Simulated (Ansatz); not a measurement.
# TaWC2 (R-3m) in Ansatz: reference runs

Aim: a first look at TaWC2 with PBEsol, on the cell as given and on a disturbed one.

Everything below comes from runs of Ansatz 0.2.0. Logs are shortened: lines on timing, memory, paths and dates and some standing lists are left out, and cuts for length are marked.

## (1) Starting point

The structure is trigonal, space group R-3m (No. 166). Conventional cell: a = 3.144 Å, b = 3.144 Å, c = 15.305 Å, α = 90.00°, β = 90.00°, γ = 120.00°. W (site symmetry -3m) has 6 C at 2.21 Å as nearest neighbours. Ta (site symmetry -3m) has 6 C at 2.23 Å as nearest neighbours. Around C (site symmetry 3m) lie 3 W at 2.21 Å and 3 Ta at 2.23 Å.

The cell comes from a database or a generator and needn't be the stable form of this composition.

## (2) Single point, PBEsol

Input file input.yaml:

```yaml
crystal:
  lattice:
    - [1.5718551461, 0.9075109917, 5.1016196719]
    - [-1.5718551461, 0.9075109917, 5.1016196719]
    - [0.0, -1.8150219835, 5.1016196719]
  atoms:
    - { symbol: W, position: [0.0, 0.0, 0.0] }
    - { symbol: Ta, position: [0.5, 0.5, 0.5] }
    - { symbol: C, position: [0.250933, 0.250933, 0.250933] }
    - { symbol: C, position: [0.749067, 0.749067, 0.749067] }
hamiltonian:
  xc: pbesol
  pseudopotentials: { kind: paw }
kpoints:
  mp_grid: { grid: [10, 10, 10] }
scf:
  occupations: { method: fermi_dirac, width: 0.05 }
output:
  forces: true
  stress: true
  eigenvalues: true
```

Potentials or basis: Ansatz PAW.

Run with:

```
ansatz run input.yaml --threads 2 --pin off --max-ram 5632MiB --backend cpu --events-out ev --progress --plain --runs-dir out
```

Output:

```text
Warning: RAYON_NUM_THREADS=2 ignored (pool sized by the plan → 2); use --threads N
basis.fft_grid_basis auto: the FFT boxes are laid along the combinations [[1, 0, -1], [0, 1, -1], [0, 0, 1]] of the cell's own vectors, 3.144, 3.144 and 5.415 Å long. The dense box has 24×24×40 points. Along the cell's own vectors, as sized, it would have 40×40×40, 2.78 times as many. Of the 12 symmetry operations that the crystal satisfies within crystal.symmetry.tolerance (time reversal apart; of a slab, those that keep its plane) the dense box along the cell's own vectors carries 12, and the one as laid loses 8 of those. basis.fft_grid_basis: typed keeps the cell's own vectors: state it where this run's energies or levels are differenced outside the engine with another run's, or held beside a run that keeps those vectors.
Engine: ansatz 0.2.0, aarch64-unknown-linux-gnu
Pseudopotentials: kind: paw
Pseudopotential: W, paw, valence charge 14, recommended cutoff 420 eV (normal), W.paw.azcp
Pseudopotential: Ta, paw, valence charge 13, recommended cutoff 420 eV (normal), Ta.paw.azcp
Pseudopotential: C, paw, valence charge 4, recommended cutoff 420 eV (normal), C.paw.azcp
Functional definition: PBEsol
  exchange = pbesol_x
  correlation = pbesol_c
Crystal: 4 atoms, lattice volume = 43.664 Å³
Basis set: ecut = 420 eV, 833 PW (Γ), FFT grids on a1−a3, a2−a3, a3, exchange–correlation on 48×48×80 points (8 copies of the dense FFT grid, shifted against one another)
Bands: 22, of which v1, the nominal top of the filled ones, is band 18 counted from 1 (17 counted from 0)
Symmetry: 12 space group operations
Space group: R-3m (ITA 166), of the structure as read, at distance tolerance 3.5e-5 Å
k-points: 116 of 1000
Non-local potential: W, projectors of the file, l = 0: 3, l = 1: 2, l = 2: 2, l = 3: 1
Non-local potential: Ta, projectors of the file, l = 0: 3, l = 1: 2, l = 2: 2, l = 3: 1
Non-local potential: C, projectors of the file, l = 0: 2, l = 1: 2, l = 2: 1
PAW form: soft (Blöchl's): semilocal exchange-correlation on the pseudo side does not see the compensation charge
PAW frozen core: W, regenerated for the run's functional, and the local potential with it (the file was generated under x = pbe(κ = 0.804, μ = 0.2195149727645171), c = pbe(β = 0.06672455060314922))
PAW frozen core: Ta, regenerated for the run's functional, and the local potential with it (the file was generated under x = pbe(κ = 0.804, μ = 0.2195149727645171), c = pbe(β = 0.06672455060314922))
PAW frozen core: C, regenerated for the run's functional, and the local potential with it (the file was generated under x = pbe(κ = 0.804, μ = 0.2195149727645171), c = pbe(β = 0.06672455060314922))
PAW one-centre angular grid: W, 590 points (default); XC on 64 Gauss nodes
PAW one-centre angular grid: Ta, 590 points (default); XC on 64 Gauss nodes
PAW one-centre angular grid: C, 110 points (default); XC on 64 Gauss nodes
Initial density: superposition of atomic densities (neutral atoms: chi_scale 0, normalization atom), corrected by the library's trained network
Initial wavefunctions: pseudopotential atomic-orbital guess
Functional: x = pbesol(κ = 0.804, μ = 0.12345679012345678), c = pbesol(β = 0.046)
SCF iter   1: F=—  HF=-20557.385707 eV  |F-HF|=—  |Δ(HF+E_count)|=         —  Δρ=6.52e-3  dr2=1.67e-2  ethr=1.77e-3  ⟨swp⟩=5.8  Hψ=11765  notcnv=0
preconditioner: auto → Kerker (q_TF=auto, 2.630 Å⁻¹)  [metal: Δε(μ)=0.017 eV  Ē_g=8.150 eV  σ=0.050 eV  W_gap=0.08  n_scr=16 (ndim 8)  ℏωp=24.5 eV  f_vac=0.000  D(μ)=1.86/eV (n_scr^D=16)]
SCF iter   2: F=—  HF=-20557.382683 eV  |F-HF|=—  |Δ(HF+E_count)|=   3.02e-3  Δρ=3.15e-3  dr2=3.50e-3  ethr=4.76e-5  ⟨swp⟩=1.1  Hψ=3494  notcnv=0
SCF iter   3: F=—  HF=-20557.381926 eV  |F-HF|=—  |Δ(HF+E_count)|=   7.57e-4  Δρ=4.39e-4  dr2=5.15e-5  ethr=9.99e-6  ⟨swp⟩=2.0  Hψ=3596  notcnv=0
SCF iter   4: F=—  HF=-20557.381922 eV  |F-HF|=—  |Δ(HF+E_count)|=   3.93e-6  Δρ=7.71e-5  dr2=2.11e-6  ethr=1.47e-7  ⟨swp⟩=2.2  Hψ=3777  notcnv=0
iter 5 did not close the SCF: its close was put off for the readings that it lacked (scf_convergence_deferred on its scf_iter line)
SCF iter   5: F=-20557.381922 eV  HF=-20557.381922 eV  |F-HF|=2.10e-8  |Δ(HF+E_count)|=   3.13e-7  Δρ=8.67e-6  dr2=3.90e-8  ethr=6.03e-9  ⟨swp⟩=2.0  Hψ=3636  notcnv=0
SCF iter   6: F=-20557.381922 eV  HF=-20557.381922 eV  |F-HF|=1.09e-9  |Δ(HF+E_count)|=   3.25e-9  Δρ=1.61e-6  dr2=1.84e-9  ethr=1.11e-10  ⟨swp⟩=2.3  Hψ=9120  notcnv=0
SCF 1 converged in 6 iterations: F = -20557.381922 eV  dr2 = 1.84e-9
SCF converged after 6 iterations
Free energy (F): -20557.381922 eV
Harris-Foulkes:  -20557.381922 eV  (|F-HF|=1.09e-9)
Internal energy: -20557.367079 eV  (E = F + TS)
E sigma→0 (E₀):  -20557.374501 eV
Entropy (-TS):   -0.014842 eV (-3.711 meV/atom)
Fermi energy:    20.510624 eV
--- Per-component energies (eV) ---
  E_band       = -140.006895
  E_kinetic    = 995.400582
  E_local      = -1240.079755  (includes V_loc(G=0)·N_el)
  E_nonlocal   = 72.210584
  E_hartree    = 425.659874
  E_xc         = -579.357550
  E_vxc        = -563.406250  (∫ρ·V_xc dr)
  E_paw        = -16898.637167  (= ΣΔE_a)
  E_vpaw       = -255.452013  (= ΣTr[D̂ρ^β])
  E_aug_tail   = 0.000114  (compensation charges beyond the density's cutoff)
  E_ewald      = -3333.041401
  E_core_change = 0.477640  (= ΣΔE_core)
  E_smearing   = -0.014842  (= −TS)
  E_closure    = 0.000000  (closes the sum)
  Σ components = -20557.381922   (vs F -20557.381922, Δ=0.00e0)
--- Forces (eV/Å), atoms counted from 1 ---
  atom   1  W      0.00000000    -0.00000000     0.00000000
  atom   2  Ta     0.00000000    -0.00000000     0.00000000
  atom   3  C      0.00000000    -0.00000000     0.08113381
  atom   4  C      0.00000000     0.00000000    -0.08113381
  max |Σ_I F_I| component: 1.39e-17 eV/Å
--- Stress (GPa, compression-positive) ---
      -10.868088       0.000000       0.000000
        0.000000     -10.868088      -0.000000
        0.000000      -0.000000     -10.770233
  P = ⅓ Tr σ = -10.8355 GPa (-108.355 kbar)
--- Band table (eV; the first three rows and the last of 116) ---
  k-point 0: bands = ["-54.7036", "-48.3903", "-19.0004", "-18.8097", "-18.8097", "-15.0606", "-14.6945", "-14.6945", "5.2907", "9.8200", "11.3029", "14.4412", "14.4412", "18.3351", "18.3351", "18.4656", "19.7407", "19.7407", "19.7986", "20.2852", "20.2852", "22.4422"]
  k-point 1: bands = ["-54.7017", "-48.3873", "-18.9922", "-18.8477", "-18.8185", "-15.0541", "-14.7501", "-14.7070", "5.5416", "9.5705", "11.6163", "14.5808", "14.6098", "17.4958", "17.8568", "17.9112", "18.5080", "19.7057", "20.3273", "21.1468", "21.9885", "22.3564"]
  k-point 2: bands = ["-54.6966", "-48.3793", "-18.9711", "-18.9461", "-18.8415", "-15.0372", "-14.8929", "-14.7396", "6.2331", "9.1123", "12.3426", "14.8597", "14.9374", "15.5919", "16.7622", "17.1705", "18.5459", "20.2491", "21.1920", "21.6071", "21.9417", "22.7973"]
  k-point 115: bands = ["-54.7036", "-48.3904", "-18.9815", "-18.8095", "-18.8095", "-15.0968", "-14.6951", "-14.6951", "6.7806", "7.0171", "14.7186", "15.0000", "15.5398", "15.5398", "16.1785", "16.1785", "19.5499", "19.5499", "20.7070", "20.7070", "20.7477", "21.2228"]
```

It took 2.4 s on 2 threads of Arm Neoverse V2, shared host; peak memory 0.39 GiB.

Results:

| Item | Value |
| --- | --- |
| Free energy | -20557.3819 eV |
| Pressure | -10.8 GPa |
| Largest force | 0.081 eV/Å |
| Band gap on the k mesh | none (metal or under the smearing width) |

Forces in eV/Å, atoms in the order of the input:
```
W    0.000  0.000  0.000
Ta   0.000  0.000  0.000
C    0.000  0.000  0.081
C    0.000  0.000 -0.081
```

Levels at points of the mesh, in eV from the Fermi level:
| k point | band 14 | band 15 | band 16 | band 17 | band 18 | band 19 | band 20 | band 21 | band 22 |
| --- | --- | --- | --- | --- | --- | --- | --- | --- | --- |
| (0.00, 0.00, 0.00) | -2.18 | -2.18 | -2.04 | -0.77 | -0.77 | -0.71 | -0.23 | -0.23 | 1.93 |
| (0.00, 0.00, -0.50) | -5.46 | -4.81 | -4.43 | -1.28 | -0.73 | 1.45 | 2.14 | 3.12 | 3.62 |
| (0.00, -0.50, -0.50) | -5.14 | -5.10 | -2.15 | -2.09 | 1.21 | 1.64 | 1.80 | 2.54 | 3.46 |
| (-0.50, -0.50, -0.50) | -4.97 | -4.33 | -4.33 | -0.96 | -0.96 | 0.20 | 0.20 | 0.24 | 0.71 |

Caveat: the pressure holds a Pulay correction of +0.3 GPa for the finite cutoff; the PAW data sets come from PBE, with cores solved anew for the run's functional, which leaves a small shift of forces and pressure.

## (3) Single point, PBEsol (atoms moved at random, drawn with an rms of 0.05 Å)

Input file input.yaml:

```yaml
crystal:
  lattice:
    - [1.5718551461, 0.9075109917, 5.1016196719]
    - [-1.5718551461, 0.9075109917, 5.1016196719]
    - [0.0, -1.8150219835, 5.1016196719]
  atoms:
    - { symbol: W, position: [-0.002892, -0.012287, 0.015052] }
    - { symbol: Ta, position: [0.51833, 0.489399, 0.48742] }
    - { symbol: C, position: [0.257191, 0.244626, 0.249095] }
    - { symbol: C, position: [0.733652, 0.750897, 0.756444] }
hamiltonian:
  xc: pbesol
  pseudopotentials: { kind: paw }
kpoints:
  mp_grid: { grid: [10, 10, 10] }
scf:
  occupations: { method: fermi_dirac, width: 0.05 }
output:
  forces: true
  stress: true
  eigenvalues: true
  write_density: true
  write_potential: true
  elf: true
  volumetric_format: npy
```

Potentials or basis: Ansatz PAW.

Run with:

```
ansatz run input.yaml --threads 2 --pin off --max-ram 5632MiB --backend cpu --events-out ev --progress --plain --runs-dir out
```

Output:

```text
Warning: RAYON_NUM_THREADS=2 ignored (pool sized by the plan → 2); use --threads N
basis.fft_grid_basis auto: the FFT boxes are laid along the combinations [[1, -1, 0], [0, 1, 0], [0, -1, 1]] of the cell's own vectors, 3.144, 5.415 and 3.144 Å long. The dense box has 24×40×24 points. Along the cell's own vectors, as sized, it would have 40×40×40, 2.78 times as many. basis.fft_grid_basis: typed keeps the cell's own vectors: state it where this run's energies or levels are differenced outside the engine with another run's, or held beside a run that keeps those vectors. Those combinations have planes normal to reciprocal vector 3, as the cell's own vectors have. Each planar average written beside output.write_density, output.write_potential has a row for each plane of the box: 24. The volumetric files lie along those combinations, not along the cell's own vectors: a cube or XSF file states them, and fields.json those of NumPy files.
Engine: ansatz 0.2.0, aarch64-unknown-linux-gnu
Pseudopotentials: kind: paw
Pseudopotential: W, paw, valence charge 14, recommended cutoff 420 eV (normal), W.paw.azcp
Pseudopotential: Ta, paw, valence charge 13, recommended cutoff 420 eV (normal), Ta.paw.azcp
Pseudopotential: C, paw, valence charge 4, recommended cutoff 420 eV (normal), C.paw.azcp
Functional definition: PBEsol
  exchange = pbesol_x
  correlation = pbesol_c
Crystal: 4 atoms, lattice volume = 43.664 Å³
Basis set: ecut = 420 eV, 833 PW (Γ), FFT grids on a1−a2, a2, −a2+a3, exchange–correlation on 48×80×48 points (8 copies of the dense FFT grid, shifted against one another)
Bands: 22, of which v1, the nominal top of the filled ones, is band 18 counted from 1 (17 counted from 0)
Symmetry: 1 space group operations
Space group: P1 (ITA 1), of the structure as read, at distance tolerance 3.5e-5 Å
k-points: 504 of 1000 (time reversal used)
Non-local potential: W, projectors of the file, l = 0: 3, l = 1: 2, l = 2: 2, l = 3: 1
Non-local potential: Ta, projectors of the file, l = 0: 3, l = 1: 2, l = 2: 2, l = 3: 1
Non-local potential: C, projectors of the file, l = 0: 2, l = 1: 2, l = 2: 1
PAW form: soft (Blöchl's): semilocal exchange-correlation on the pseudo side does not see the compensation charge
PAW frozen core: W, regenerated for the run's functional, and the local potential with it (the file was generated under x = pbe(κ = 0.804, μ = 0.2195149727645171), c = pbe(β = 0.06672455060314922))
PAW frozen core: Ta, regenerated for the run's functional, and the local potential with it (the file was generated under x = pbe(κ = 0.804, μ = 0.2195149727645171), c = pbe(β = 0.06672455060314922))
PAW frozen core: C, regenerated for the run's functional, and the local potential with it (the file was generated under x = pbe(κ = 0.804, μ = 0.2195149727645171), c = pbe(β = 0.06672455060314922))
PAW one-centre angular grid: W, 590 points (default); XC on 64 Gauss nodes
PAW one-centre angular grid: Ta, 590 points (default); XC on 64 Gauss nodes
PAW one-centre angular grid: C, 110 points (default); XC on 64 Gauss nodes
Initial density: superposition of atomic densities (neutral atoms: chi_scale 0, normalization atom), corrected by the library's trained network
Initial wavefunctions: pseudopotential atomic-orbital guess
Functional: x = pbesol(κ = 0.804, μ = 0.12345679012345678), c = pbesol(β = 0.046)
SCF iter   1: F=—  HF=-20557.358943 eV  |F-HF|=—  |Δ(HF+E_count)|=         —  Δρ=6.64e-3  dr2=1.73e-2  ethr=1.77e-3  ⟨swp⟩=5.8  Hψ=51192  notcnv=0
preconditioner: auto → Kerker (q_TF=auto, 2.630 Å⁻¹)  [metal: Δε(μ)=0.003 eV  Ē_g=8.154 eV  σ=0.050 eV  W_gap=0.01  n_scr=16 (ndim 8)  ℏωp=24.5 eV  f_vac=0.000  D(μ)=1.83/eV (n_scr^D=16)]
SCF iter   2: F=—  HF=-20557.355836 eV  |F-HF|=—  |Δ(HF+E_count)|=   3.11e-3  Δρ=3.23e-3  dr2=3.70e-3  ethr=4.93e-5  ⟨swp⟩=1.1  Hψ=15169  notcnv=0
SCF iter   3: F=—  HF=-20557.355048 eV  |F-HF|=—  |Δ(HF+E_count)|=   7.88e-4  Δρ=4.55e-4  dr2=6.39e-5  ethr=1.06e-5  ⟨swp⟩=2.0  Hψ=15657  notcnv=0
SCF iter   4: F=—  HF=-20557.355043 eV  |F-HF|=—  |Δ(HF+E_count)|=   4.60e-6  Δρ=8.21e-5  dr2=3.13e-6  ethr=1.82e-7  ⟨swp⟩=2.2  Hψ=16221  notcnv=0
SCF iter   5: F=—  HF=-20557.355043 eV  |F-HF|=—  |Δ(HF+E_count)|=   5.56e-7  Δρ=1.19e-5  dr2=1.25e-7  ethr=8.94e-9  ⟨swp⟩=2.0  Hψ=15847  notcnv=0
SCF iter   6: F=-20557.355043 eV  HF=-20557.355043 eV  |F-HF|=2.26e-9  |Δ(HF+E_count)|=   2.41e-8  Δρ=2.25e-6  dr2=3.50e-9  ethr=2.86e-10  ⟨swp⟩=9.1  Hψ=73156  notcnv=0
SCF 1 converged in 6 iterations: F = -20557.355043 eV  dr2 = 3.50e-9
SCF converged after 6 iterations
Free energy (F): -20557.355043 eV
Harris-Foulkes:  -20557.355043 eV  (|F-HF|=2.26e-9)
Internal energy: -20557.340416 eV  (E = F + TS)
E sigma→0 (E₀):  -20557.347730 eV
Entropy (-TS):   -0.014626 eV (-3.657 meV/atom)
Fermi energy:    20.510499 eV
--- Per-component energies (eV) ---
  E_band       = -140.035049
  E_kinetic    = 995.632431
  E_local      = -1242.750098  (includes V_loc(G=0)·N_el)
  E_nonlocal   = 72.244739
  E_hartree    = 426.890254
  E_xc         = -579.418901
  E_vxc        = -563.484754  (∫ρ·V_xc dr)
  E_paw        = -16898.648940  (= ΣΔE_a)
  E_vpaw       = -255.457760  (= ΣTr[D̂ρ^β])
  E_aug_tail   = 0.000109  (compensation charges beyond the density's cutoff)
  E_ewald      = -3331.767650
  E_core_change = 0.477640  (= ΣΔE_core)
  E_smearing   = -0.014626  (= −TS)
  E_closure    = 0.000000  (closes the sum)
  Σ components = -20557.355043   (vs F -20557.355043, Δ=0.00e0)
--- Forces (eV/Å), atoms counted from 1 ---
  atom   1  W     -0.29020447    -0.01957699    -0.13256201
  atom   2  Ta    -0.33165991    -0.12410652     0.05593405
  atom   3  C     -0.05885397    -0.15285030    -0.08467553
  atom   4  C      0.68071972     0.29653502     0.16123880
  max |Σ_I F_I| component: 6.47e-5 eV/Å
--- Stress (GPa, compression-positive) ---
      -10.463654       0.212866       0.138741
        0.212866     -10.344978      -0.153555
        0.138741      -0.153555     -10.004530
  P = ⅓ Tr σ = -10.2711 GPa (-102.711 kbar)
--- Band table (eV; the first three rows and the last of 504) ---
  k-point 0: bands = ["-54.7020", "-48.3837", "-19.0007", "-18.8233", "-18.8053", "-15.0532", "-14.6915", "-14.6819", "5.2852", "9.8177", "11.3044", "14.4300", "14.4345", "18.2997", "18.3282", "18.4541", "19.6041", "19.7108", "19.7843", "20.3128", "20.4238", "22.4586"]
  k-point 1: bands = ["-54.7001", "-48.3807", "-18.9927", "-18.8513", "-18.8244", "-15.0468", "-14.7454", "-14.6959", "5.5357", "9.5693", "11.6167", "14.5437", "14.6245", "17.4435", "17.8551", "17.9467", "18.5131", "19.6822", "20.2665", "21.1397", "21.9806", "22.3714"]
  k-point 2: bands = ["-54.6949", "-48.3727", "-18.9726", "-18.9469", "-18.8495", "-15.0298", "-14.8876", "-14.7286", "6.2261", "9.1120", "12.3406", "14.8184", "14.9391", "15.5998", "16.7538", "17.1968", "18.5430", "20.2372", "21.1758", "21.5490", "21.8681", "22.9126"]
  k-point 503: bands = ["-54.7020", "-48.3839", "-18.9817", "-18.8232", "-18.8052", "-15.0897", "-14.6920", "-14.6824", "6.7296", "7.0657", "14.6501", "15.0245", "15.4394", "15.4909", "16.2430", "16.2732", "19.4608", "19.5936", "20.5766", "20.7041", "20.9840", "21.1911"]
```

v_z.tsv:

```text
# z_ang	v_es[eV]	v_tot[eV]
# format = ansatz-planar-average/11
# xc	pbesol
# density_cutoff_ev	1680
# datasets	W=:simpson_from_first_knot:soft:shift=-887417	Ta=:simpson_from_first_knot:soft:shift=-1016877	C=:simpson_from_first_knot:soft:shift=-124771
# lattice	1.571855146	0.907510992	5.101619672
# lattice	-1.571855146	0.907510992	5.101619672
# lattice	0.000000000	-1.815021984	5.101619672
# sites	4
# site	74	0.014767579	-0.041094820	-0.000647906
# site	73	0.045475341	0.029847129	7.627681551
# site	6	0.019750360	0.003291542	3.830867431
# site	6	-0.027106642	-0.025717954	11.432693973
0.000000	8.486443e0	-5.562348e0
0.225620	8.153772e0	-5.919200e0
0.451239	7.560286e0	-6.467393e0
0.676859	6.871606e0	-7.059797e0
0.902479	6.265152e0	-7.561417e0
1.128098	5.906864e0	-7.832971e0
[... 16 lines left out ...]
4.963632	8.221815e0	-5.574936e0
5.189251	8.469122e0	-5.489584e0
```

Wall time 27 s (2 threads of Arm Neoverse V2, shared host); peak memory 0.71 GiB.

What came out:

```
Free energy            : -20557.3550 eV
Pressure               : -10.3 GPa
Largest force          : 0.760 eV/Å
Band gap on the k mesh : none (metal or under the smearing width)
```

Forces in eV/Å, atoms in the order of the input:
```
W   -0.290 -0.020 -0.133
Ta  -0.332 -0.124  0.056
C   -0.059 -0.153 -0.085
C    0.681  0.297  0.161
```

Levels at points of the mesh, in eV from the Fermi level:
| k point | band 15 | band 16 | band 17 | band 18 | band 19 | band 20 |
| --- | --- | --- | --- | --- | --- | --- |
| (0.00, 0.00, 0.00) | -2.18 | -2.06 | -0.91 | -0.80 | -0.73 | -0.20 |
| (0.00, 0.00, -0.50) | -4.84 | -4.35 | -1.25 | -0.78 | 1.43 | 2.12 |
| (0.00, -0.50, 0.00) | -4.85 | -4.35 | -1.24 | -0.73 | 1.42 | 2.12 |
| (0.00, -0.50, -0.50) | -5.09 | -2.17 | -2.11 | 1.20 | 1.63 | 1.78 |
| (-0.50, 0.00, 0.00) | -4.81 | -4.41 | -1.39 | -0.58 | 1.43 | 2.08 |
| (-0.50, 0.00, -0.50) | -5.10 | -2.18 | -2.07 | 1.17 | 1.65 | 1.81 |
| (-0.50, -0.50, 0.00) | -5.09 | -2.14 | -2.10 | 1.18 | 1.64 | 1.85 |
| (-0.50, -0.50, -0.50) | -4.27 | -4.24 | -1.05 | -0.92 | 0.07 | 0.19 |

Caveat: the pressure holds a Pulay correction of +0.3 GPa for the finite cutoff; the PAW data sets come from PBE, with cores solved anew for the run's functional, which leaves a small shift of forces and pressure.
